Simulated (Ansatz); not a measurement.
# C6H3F3NO: the cost of one run

Program: Ansatz 0.2.0. Level of theory: the levels named in each step. These are calculated values, not measurements.

## Step 1: The structure to begin with

Bond lengths: F1–C2 1.302 Å, C2–C3 1.405 Å, C3–C4 1.363 Å, C4–C5 1.450 Å, C5–C6 1.457 Å, C6–F7 1.310 Å, C2–C8 1.413 Å, C6–C8 1.381 Å, C8–F9 1.315 Å, C5–N10 1.658 Å, N10–O11 1.137 Å, C3–H12 1.081 Å, C4–H13 1.083 Å, C5–H14 1.101 Å. Angles (14 of 22 angles, heavy atoms first): F1–C2–C3 119.6°, F1–C2–C8 119.1°, C3–C2–C8 121.3°, C2–C3–C4 120.3°, C3–C4–C5 121.5°, C4–C5–C6 116.0°, C4–C5–N10 109.7°, C6–C5–N10 108.0°, C5–C6–F7 117.1°, C5–C6–C8 121.8°, F7–C6–C8 121.0°, C2–C8–C6 118.8°, C2–C8–F9 120.1°, C6–C8–F9 121.1°.

As a file:

```xyz
14

F    -0.2601   -0.9332    2.7523
C     0.0511   -0.6468    1.5210
C     0.6725   -1.6175    0.7180
C     1.0048   -1.3324   -0.5733
C     0.6710   -0.0579   -1.1784
C     0.0900    0.9384   -0.2881
F    -0.1240    2.1315   -0.7851
C    -0.2418    0.6416    1.0196
F    -0.7934    1.5439    1.8013
N    -0.3825   -0.2965   -2.4362
O    -0.1946   -1.1696   -3.1405
H     0.8898   -2.5821    1.1553
H     1.4728   -2.0858   -1.1939
H     1.4535    0.3858   -1.8131
```

## Step 2: A rough first relaxation, PBE-D4/def2-SVP

This run stands in another session on the same molecule. It ended at:

```xyz
14

F    -0.8980   -1.1633    2.2035
C    -0.1809   -0.7695    1.1728
C     0.7239   -1.6471    0.5440
C     1.5121   -1.1985   -0.5349
C     1.3727    0.1045   -1.0323
C     0.4329    0.9729   -0.4187
F     0.2784    2.2014   -0.8536
C    -0.3445    0.5540    0.7026
F    -1.1748    1.3879    1.2834
N    -1.1240   -0.1790   -1.8278
O    -1.3192   -1.2801   -1.7565
H     0.8189   -2.6685    0.9431
H     2.2373   -1.8841   -0.9969
H     1.9744    0.4887   -1.8696
```

## Step 3: Relaxation, PBE0-D4/def2-TZVP

Contents of input.yaml:

```yaml
crystal:
  periodic: [false, false, false]
  atoms:
    - { symbol: F, position_ang: [-0.89800432, -1.16326696, 2.20347813] }
    - { symbol: C, position_ang: [-0.18088862, -0.7694727, 1.1727844] }
    - { symbol: C, position_ang: [0.72387626, -1.64711846, 0.54396717] }
    - { symbol: C, position_ang: [1.51209213, -1.19845695, -0.53492635] }
    - { symbol: C, position_ang: [1.37265095, 0.10450548, -1.03231041] }
    - { symbol: C, position_ang: [0.43291166, 0.97292212, -0.41873531] }
    - { symbol: F, position_ang: [0.27836421, 2.20136935, -0.85361562] }
    - { symbol: C, position_ang: [-0.34453264, 0.55402433, 0.70257459] }
    - { symbol: F, position_ang: [-1.1748013, 1.38794727, 1.28342983] }
    - { symbol: "N", position_ang: [-1.12402066, -0.17895053, -1.82778168] }
    - { symbol: O, position_ang: [-1.3191774, -1.28009792, -1.75646569] }
    - { symbol: H, position_ang: [0.81891723, -2.66846502, 0.94307748] }
    - { symbol: H, position_ang: [2.23732794, -1.88414744, -0.99693913] }
    - { symbol: H, position_ang: [1.97435456, 0.48872743, -1.8695574] }
total_charge: 1
basis:
  gaussian: { orbitals: def2-TZVP }
hamiltonian:
  xc: pbe0
  dispersion: d4
relax:
  f_tol: 0.004
  max_steps: 150
```

Started as:

```bash
$ ansatz run input.yaml --threads 4 --pin off --max-ram 10240MiB --backend cpu --events-out ev --progress --plain --runs-dir out
```

Q: Estimate wall time and peak memory on 4 threads of Intel Xeon at 2.70GHz, shared host.

About 9.6 min, with a peak of 1.8 GiB.
